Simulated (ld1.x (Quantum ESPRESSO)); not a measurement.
# An RRKJ potential for F, from input to tests

Task: generate the file, and judge it by its errors in other configurations, its logarithmic derivatives, its ghosts and its cutoff.

The numbers are computed with ld1.x (Quantum ESPRESSO) 7.5 (PBE, scalar-relativistic, spin-unpolarised reference atom).

### Step 1. Settings

The settings as typed:

```json
{
  "element": "fluorine (F, Z = 9)",
  "type": "norm-conserving RRKJ (Kleinman–Bylander form)",
  "frozen core": "[He]",
  "valence charge": "7",
  "reference configuration": "2s1 2p6",
  "partial waves": "2s (bound): rc 0.65 bohr; 2p (bound): rc 1.70 bohr; 3d channel at 0.1 Ry: rc 1.65 bohr",
  "local potential": "all-electron potential smoothed inside 0.75 bohr (lloc = -1)",
  "core correction": "not asked for"
}
```

### Step 2. Generation

File F.in:

```
 &input
   title='F', zed=9., rel=1, dft='PBE', iswitch=3,
   config='[He] 2s1 2p6 3d-2',
   nld=3, rlderiv=1.85, eminld=-4.0, emaxld=5.0, deld=0.02
 /
 &inputp
   pseudotype=2, tm=.false., rho0=0.001, lloc=-1, rcloc=0.75,
   nlcc=.false.,
   file_pseudopw='F.UPF', file_wfcaegen='ae.wfc', file_wfcncgen='nc.wfc', file_beta='beta', file_chi='chi'
 /
3
2S  1  0   1.00   0.00  0.65  0.65  0.0
2P  2  1   6.00   0.00  1.70  1.70  0.0
3D  3  2  -2.00   0.10  1.65  1.65  0.0
 &test
   configts(1)='2s1 2p6'
 /
```

Started as:

```
ld1.x < F.in > F.out
```

What the program wrote to F.out (without the banner and most projector matrices):

```text
     Program LD1 v.7.5
     --------------------------- All-electron run ----------------------------

     F
     scalar relativistic calculation

     atomic number is  9.00
     dft =PBE   lsd =0 sic =0 latt =0  beta=0.20 tr2=1.0E-14
     Exchange-correlation= PBE
                           (   1   4   3   4   0   0   0)
     mesh =1105 r(mesh) =  99.76081 a.u. xmin = -7.00 dx = 0.01250
     1 Ry =  13.60569312 eV, c = 137.03599908

     n l     nl                  e(Ry)          e(Ha)          e(eV)
     1 0     1S 1( 2.00)       -48.8033       -24.4017      -664.0032
     2 0     2S 1( 1.00)        -2.2328        -1.1164       -30.3788
     2 1     2P 1( 6.00)        -0.8482        -0.4241       -11.5402

     final scf error:  6.1E-15 reached in  29 iterations

     Etot =    -198.106554 Ry,     -99.053277 Ha,   -2695.376983 eV

     Ekin =     197.935939 Ry,      98.967969 Ha,    2693.055642 eV
     Encl =    -474.750380 Ry,    -237.375190 Ha,   -6459.307986 eV
     Eh   =      98.980846 Ry,      49.490423 Ha,    1346.703017 eV
     Exc  =     -20.272959 Ry,     -10.136479 Ha,    -275.827656 eV

     normalization and overlap integrals

     s(1S/1S) =  1.000000  <r> =   0.1763  <r2> =    0.0420  r(max) =   0.1139
     s(2S/2S) =  1.000000  <r> =   1.0023  <r2> =    1.2244  r(max) =   0.7617
     s(2P/2P) =  1.000000  <r> =   1.1000  <r2> =    1.6187  r(max) =   0.7066

     ------------------------ End of All-electron run ------------------------

     --------------------- Generating NC pseudopotential ---------------------

      Generating local potential from pseudized AE potential:
      Matching radius rcloc =   0.7500

      Local pseudo, rcloc= 0.743 Estimated cut-off energy=    43.91 Ry

      Wfc   2S  rcut= 0.656  Estimated cut-off energy=       99.69 Ry
      Using 4 Bessel functions for this wfc, rho(0) = 0.001
      This function has    0 nodes for 0 < r <    0.656

      Wfc   2P  rcut= 1.695  Estimated cut-off energy=       62.35 Ry
      This function has    0 nodes for 0 < r <    1.695

      Wfc   3D  rcut= 1.653  Estimated cut-off energy=       80.66 Ry
      This function has    0 nodes for 0 < r <    1.653

     ------------------- End of pseudopotential generation -------------------

     [... the all-electron block is printed once more ...]


     Computing logarithmic derivative in   1.83867
     Computing logarithmic derivative in   1.83867
     Computing the partial wave expansion
     R is outside the sphere for l=    0 j= 0.00
     R is outside the sphere for l=    1 j= 0.00
     R is outside the sphere for l=    2 j= 0.00

     ---------------------- Testing the pseudopotential ----------------------

     F
     scalar relativistic calculation

     atomic number is  9.00   valence charge is  7.00
     dft =PBE   lsd =0 sic =0 latt =0  beta=0.20 tr2=1.0E-14
     mesh =1105 r(mesh) =  99.76081 xmin = -7.00 dx = 0.01250

     n l     nl             e AE (Ry)        e PS (Ry)    De AE-PS (Ry)
     1 0     2S   1( 1.00)       -2.23280       -2.23287        0.00006
     2 1     2P   1( 6.00)       -0.84819       -0.84819        0.00000

     eps = 7.0E-15  iter =126

     Etot =    -198.106554 Ry,     -99.053277 Ha,   -2695.376983 eV
     Etotps =   -44.896708 Ry,     -22.448354 Ha,    -610.850829 eV

     Ekin =      32.252593 Ry,      16.126297 Ha,     438.818888 eV
     Encl =    -104.985765 Ry,     -52.492883 Ha,   -1428.404104 eV
     Ehrt =      40.118145 Ry,      20.059072 Ha,     545.835163 eV
     Ecxc =      -8.641696 Ry,      -4.320848 Ha,    -117.576261 eV
     Epseu=      -3.639985 Ry,      -1.819992 Ha,     -49.524514 eV

     ---------------------- End of pseudopotential test ----------------------
```

Run time: 2.1 s. Hardware: 1 thread of Neoverse-V2, shared host. This counts the later configuration tests of the new file too.

Partial waves on a coarse radial grid (AE all-electron, PS pseudo):

| r (bohr) | 2p AE | 2p PS | 2s AE | 2s PS |
| --- | --- | --- | --- | --- |
| 0.085 | 0.1068 | 0.0294 | -0.4515 | 0.0238 |
| 0.170 | 0.3033 | 0.1138 | -0.2860 | 0.1174 |
| 0.255 | 0.4960 | 0.2421 | 0.0476 | 0.2913 |
| 0.340 | 0.6532 | 0.3980 | 0.3761 | 0.4999 |
| 0.425 | 0.7689 | 0.5625 | 0.6406 | 0.6917 |
| 0.510 | 0.8458 | 0.7167 | 0.8291 | 0.8426 |
| 0.595 | 0.8894 | 0.8450 | 0.9476 | 0.9486 |
| 0.680 | 0.9066 | 0.9367 | 1.0088 | 1.0088 |
| 0.765 | 0.9037 | 0.9870 | 1.0262 | 1.0262 |
| 0.850 | 0.8864 | 0.9975 | 1.0121 | 1.0121 |
| 0.935 | 0.8590 | 0.9744 | 0.9762 | 0.9762 |
| 1.020 | 0.8250 | 0.9270 | 0.9263 | 0.9263 |
| 1.105 | 0.7867 | 0.8656 | 0.8681 | 0.8681 |
| 1.190 | 0.7462 | 0.7996 | 0.8057 | 0.8057 |
| 1.275 | 0.7048 | 0.7358 | 0.7421 | 0.7421 |
| 1.360 | 0.6634 | 0.6784 | 0.6794 | 0.6794 |
| 1.445 | 0.6228 | 0.6283 | 0.6189 | 0.6189 |
| 1.530 | 0.5833 | 0.5846 | 0.5614 | 0.5614 |
| 1.615 | 0.5454 | 0.5455 | 0.5076 | 0.5076 |
| 1.700 | 0.5092 | 0.5092 | 0.4577 | 0.4577 |
| 1.785 | 0.4749 | 0.4749 | 0.4116 | 0.4116 |
| 1.870 | 0.4424 | 0.4424 | 0.3694 | 0.3694 |
| 1.955 | 0.4118 | 0.4118 | 0.3310 | 0.3310 |
| 2.040 | 0.3830 | 0.3830 | 0.2962 | 0.2962 |
| 2.125 | 0.3561 | 0.3561 | 0.2646 | 0.2646 |
| 2.210 | 0.3309 | 0.3309 | 0.2362 | 0.2362 |

### Step 3. Testing the new file in other configurations

File F.test.in:

```
 &input
   title='F', zed=9., rel=1, dft='PBE', iswitch=2,
   config='[He] 2s1 2p6 3d-2'
 /
 &test
   file_pseudo='F.UPF', nconf=8,
   configts(1)='2s1 2p6',
   configts(2)='2s2 2p5',
   configts(3)='2s2 2p4',
   configts(4)='2s2 2p3',
   configts(5)='2s2 2p2',
   configts(6)='2s2 2p1',
   configts(7)='2s2 2p5.3',
   configts(8)='2s2 2p4.5'
 /
```

Started as:

```
ld1.x < F.test.in > F.test.out
```

F.test.out, the pseudopotential blocks, each with the warnings that came before it:

```text
     ---------------------- Testing the pseudopotential ----------------------

     F
     scalar relativistic calculation

     atomic number is  9.00   valence charge is  7.00
     dft =PBE   lsd =0 sic =0 latt =0  beta=0.20 tr2=1.0E-14
     mesh =1105 r(mesh) =  99.76081 xmin = -7.00 dx = 0.01250

     n l     nl             e AE (Ry)        e PS (Ry)    De AE-PS (Ry)
     1 0     2S   1( 1.00)       -2.23280       -2.23287        0.00006
     2 1     2P   1( 6.00)       -0.84819       -0.84819        0.00000

     eps = 8.9E-15  iter =101

     Etot =    -198.106554 Ry,     -99.053277 Ha,   -2695.376983 eV
     Etotps =   -44.896708 Ry,     -22.448354 Ha,    -610.850829 eV

     Ekin =      32.252593 Ry,      16.126297 Ha,     438.818888 eV
     Encl =    -104.985765 Ry,     -52.492883 Ha,   -1428.404104 eV
     Ehrt =      40.118145 Ry,      20.059072 Ha,     545.835163 eV
     Ecxc =      -8.641696 Ry,      -4.320848 Ha,    -117.576261 eV
     Epseu=      -3.639985 Ry,      -1.819992 Ha,     -49.524514 eV

     ---------------------- End of pseudopotential test ----------------------

     Warning: convergence not achieved
     ---------------------- Testing the pseudopotential ----------------------

     F
     [...]
     n l     nl             e AE (Ry)        e PS (Ry)    De AE-PS (Ry)
     1 0     2S   1( 2.00)       -2.19758       -2.18522       -0.01236  !
     2 1     2P   1( 5.00)       -0.81670       -0.80594       -0.01076  !

     eps = 5.3E-11  iter =201

     Etot =    -199.489330 Ry,     -99.744665 Ha,   -2714.190600 eV
     Etotps =   -46.278731 Ry,     -23.139365 Ha,    -629.654211 eV
     dEtot_ae =      -1.382775 Ry
     dEtot_ps =      -1.382023 Ry,   Delta E=      -0.000752 Ry

     [...]
     ---------------------- End of pseudopotential test ----------------------

     Warning: convergence not achieved
     ---------------------- Testing the pseudopotential ----------------------

     F
     [...]
     n l     nl             e AE (Ry)        e PS (Ry)    De AE-PS (Ry)
     1 0     2S   1( 2.00)       -3.48292       -3.46418       -0.01874  !
     2 1     2P   1( 4.00)       -2.08065       -2.04373       -0.03692  !

     eps = 7.7E-13  iter =201

     Etot =    -198.064175 Ry,     -99.032088 Ha,   -2694.800384 eV
     Etotps =   -44.874949 Ry,     -22.437475 Ha,    -610.554790 eV
     dEtot_ae =       0.042379 Ry
     dEtot_ps =       0.021758 Ry,   Delta E=       0.020621 Ry

     [...]
     ---------------------- End of pseudopotential test ----------------------

     Warning: convergence not achieved
     ---------------------- Testing the pseudopotential ----------------------

     F
     [...]
     n l     nl             e AE (Ry)        e PS (Ry)    De AE-PS (Ry)
     1 0     2S   1( 2.00)       -4.99731       -4.95298       -0.04433  !
     2 1     2P   1( 3.00)       -3.60167       -3.49728       -0.10440  !

     eps = 4.2E-13  iter =201

     Etot =    -195.242940 Ry,     -97.621470 Ha,   -2656.415526 eV
     Etotps =   -42.119741 Ry,     -21.059870 Ha,    -573.068267 eV
     dEtot_ae =       2.863614 Ry
     dEtot_ps =       2.776967 Ry,   Delta E=       0.086647 Ry

     [...]
     ---------------------- End of pseudopotential test ----------------------

     Warning: convergence not achieved
     Warning: n=2, l=1 expected 0 nodes, found 1
     ---------------------- Testing the pseudopotential ----------------------

     F
     [...]
     n l     nl             e AE (Ry)        e PS (Ry)    De AE-PS (Ry)
     1 0     2S   1( 2.00)       -6.70364       -6.59779       -0.10585  !
     2 1     2P   1( 2.00)       -5.34782       -5.11054       -0.23728  !

     eps = 2.8E-13  iter =201

     Etot =    -190.786158 Ry,     -95.393079 Ha,   -2595.777923 eV
     Etotps =   -37.827270 Ry,     -18.913635 Ha,    -514.666228 eV
     dEtot_ae =       7.320396 Ry
     dEtot_ps =       7.069438 Ry,   Delta E=       0.250958 Ry

     [...]
     ---------------------- End of pseudopotential test ----------------------

     ---------------------- Testing the pseudopotential ----------------------

     F
     [...]
     n l     nl             e AE (Ry)        e PS (Ry)    De AE-PS (Ry)
     1 0     2S   1( 2.00)       -8.57765       -8.36018       -0.21747  !
     2 1     2P   1( 1.00)       -7.29740       -6.84187       -0.45553  !

     eps = 9.9E-15  iter =109

     Etot =    -184.479831 Ry,     -92.239915 Ha,   -2509.975963 eV
     Etotps =   -31.859297 Ry,     -15.929649 Ha,    -433.467820 eV
     dEtot_ae =      13.626724 Ry
     dEtot_ps =      13.037411 Ry,   Delta E=       0.589313 Ry

     [...]
     ---------------------- End of pseudopotential test ----------------------

     Warning: convergence not achieved
     ---------------------- Testing the pseudopotential ----------------------

     F
     [...]
     n l     nl             e AE (Ry)        e PS (Ry)    De AE-PS (Ry)
     1 0     2S   1( 2.00)       -1.86725       -1.85568       -0.01158  !
     2 1     2P   1( 5.30)       -0.49676       -0.48958       -0.00718  !

     eps = 9.4E-13  iter =201

     Etot =    -199.685554 Ry,     -99.842777 Ha,   -2716.860368 eV
     Etotps =   -46.472310 Ry,     -23.236155 Ha,    -632.287993 eV
     dEtot_ae =      -1.579000 Ry
     dEtot_ps =      -1.575603 Ry,   Delta E=      -0.003397 Ry

     [...]
     ---------------------- End of pseudopotential test ----------------------

     Warning: convergence not achieved
     ---------------------- Testing the pseudopotential ----------------------

     F
     [...]
     n l     nl             e AE (Ry)        e PS (Ry)    De AE-PS (Ry)
     1 0     2S   1( 2.00)       -2.80814       -2.79388       -0.01426  !
     2 1     2P   1( 4.50)       -1.41356       -1.39328       -0.02028  !

     eps = 2.7E-13  iter =201

     Etot =    -198.934914 Ry,     -99.467457 Ha,   -2706.647396 eV
     Etotps =   -45.731804 Ry,     -22.865902 Ha,    -622.212886 eV
     dEtot_ae =      -0.828360 Ry
     dEtot_ps =      -0.835096 Ry,   Delta E=       0.006736 Ry

     [...]
     ---------------------- End of pseudopotential test ----------------------
```

The tests as a table, with energies relative to 2s1 2p6. A star marks tests that logged a warning.

| valence configuration | charge | ΔE all-electron (eV) | error AE − PS (meV) |
| --- | --- | --- | --- |
| 2s2 2p5 * | 0 | -18.814 | -10 |
| 2s2 2p4 * | +1 | 0.577 | +281 |
| 2s2 2p3 * | +2 | 38.961 | +1179 |
| 2s2 2p2 * | +3 | 99.599 | +3414 |
| 2s2 2p1 | +4 | 185.401 | +8018 |
| 2s2 2p5.3 * | -0.3 | -21.483 | -46 |
| 2s2 2p4.5 * | +0.5 | -11.270 | +92 |

### Step 4. Does it scatter like the atom?

Taken from the files of the generation run. The phase is arctan(r·u′/u) with u = r·R, unwrapped, with energies in Ry. A pole is an energy at which the radial function vanishes at the test radius. The pseudo phase is shifted by a multiple of π to meet the all-electron one at the reference energy. Levels narrower than the energy grid can be missing from the poles. The last column is the largest difference on the grid between −1 and +1 Ry.

| channel | radius (bohr) | reference (Ry) | poles AE | poles PS | window around the reference with phases within 0.05 rad (Ry) | largest difference near zero (rad) |
| --- | --- | --- | --- | --- | --- | --- |
| s | 1.84 | -2.23 | -1.74 | -1.74 | the whole range | 0.001 |
| p | 1.84 | -0.85 | -0.27 | -0.26 | below 1.9 | 0.015 |
| d | 1.84 | 0.10 | none | none | the whole range | 0.000 |

Phases (rad) along the scan:

| E (Ry) | p AE | p PS | d AE | d PS |
| --- | --- | --- | --- | --- |
| -4.00 | 1.282 | 1.283 | 1.336 | 1.336 |
| -3.52 | 1.257 | 1.259 | 1.326 | 1.326 |
| -3.04 | 1.224 | 1.225 | 1.313 | 1.313 |
| -2.56 | 1.173 | 1.175 | 1.299 | 1.299 |
| -2.08 | 1.084 | 1.087 | 1.282 | 1.282 |
| -1.60 | 0.870 | 0.876 | 1.262 | 1.262 |
| -1.12 | -0.068 | -0.063 | 1.238 | 1.238 |
| -0.64 | -1.324 | -1.323 | 1.208 | 1.208 |
| -0.16 | -1.611 | -1.606 | 1.168 | 1.168 |
| 0.32 | -1.733 | -1.724 | 1.116 | 1.116 |
| 0.80 | -1.818 | -1.803 | 1.042 | 1.042 |
| 1.28 | -1.897 | -1.873 | 0.931 | 0.931 |
| 1.76 | -1.991 | -1.950 | 0.749 | 0.750 |
| 2.24 | -2.118 | -2.046 | 0.430 | 0.433 |
| 2.72 | -2.319 | -2.180 | -0.093 | -0.086 |
| 3.20 | -2.671 | -2.390 | -0.648 | -0.638 |
| 3.68 | -3.232 | -2.735 | -1.008 | -1.000 |
| 4.16 | -3.784 | -3.239 | -1.213 | -1.207 |
| 4.64 | -4.122 | -3.728 | -1.338 | -1.333 |

### Step 5. Plane-wave convergence, by spherical Bessel functions

This step uses the generator's waves and projectors in a separate script. Basis: spherical Bessel functions vanishing at 20 bohr, q² up to the cutoff; potential fixed at the reference.

All-electron valence levels (Ry): 2s -2.2328, 2p -0.8482. The lowest levels of each channel (Ry) by cutoff; the last column sums, over occupied levels, occupation times the distance from the level at 400 Ry. A positive value at high cutoff is not a bound level.

| cutoff (Ry) | s #1 | p #1 | d #1 | f #1 | Σ f·Δε (mRy) |
| --- | --- | --- | --- | --- | --- |
| 8 | -1.7110 | -0.0409 | 0.0803 | 0.1209 | 5365.7 |
| 25 | -1.7817 | -0.7044 | 0.0803 | 0.1209 | 1313.9 |
| 50 | -1.9983 | -0.8479 | 0.0803 | 0.1209 | 236.2 |
| 100 | -2.1688 | -0.8482 | 0.0803 | 0.1209 | 64.1 |
| 180 | -2.2221 | -0.8482 | 0.0803 | 0.1209 | 10.8 |
| 200 | -2.2262 | -0.8482 | 0.0803 | 0.1209 | 6.7 |
| 300 | -2.2325 | -0.8482 | 0.0803 | 0.1209 | 0.4 |
| 400 | -2.2329 | -0.8482 | 0.0803 | 0.1209 | 0.0 |

The sum stays within 10 mRy from 200 Ry and within 1 mRy from 300 Ry. The sum leaves out empty levels, which can need more. Ghost test: no level below the all-electron spectrum of its channel (s, p, d, f tested).

### Step 6. What came out

```
                                                quantity                   value
               cutoffs for 10 and 1 mRy, occupied levels       200 Ry and 300 Ry
                                            bound ghosts              none found
                            largest test error (AE − PS)  +8018 meV, for 2s2 2p1
largest phase difference near zero energy, channels read               0.015 rad
```

In words: The worst unpolarised test, 2s2 2p1, is off by 8018 meV on 185.4 eV; by total energies transferability rates as poor. That test lies far up in energy; among those under 40 eV, nearer to bonding, the largest error is 1179 meV. It counts as very hard, with 200 Ry needed at the looser tolerance. The slowest occupied level is 2s: taken alone it needs 300 Ry to come within 1 mRy, against 45 Ry for 2p. It is free of bound ghosts as far as tested. Near zero energy the phases of the channels with partial waves agree within 0.015 rad. These are tests on the free atom; a crystal test is still owed.
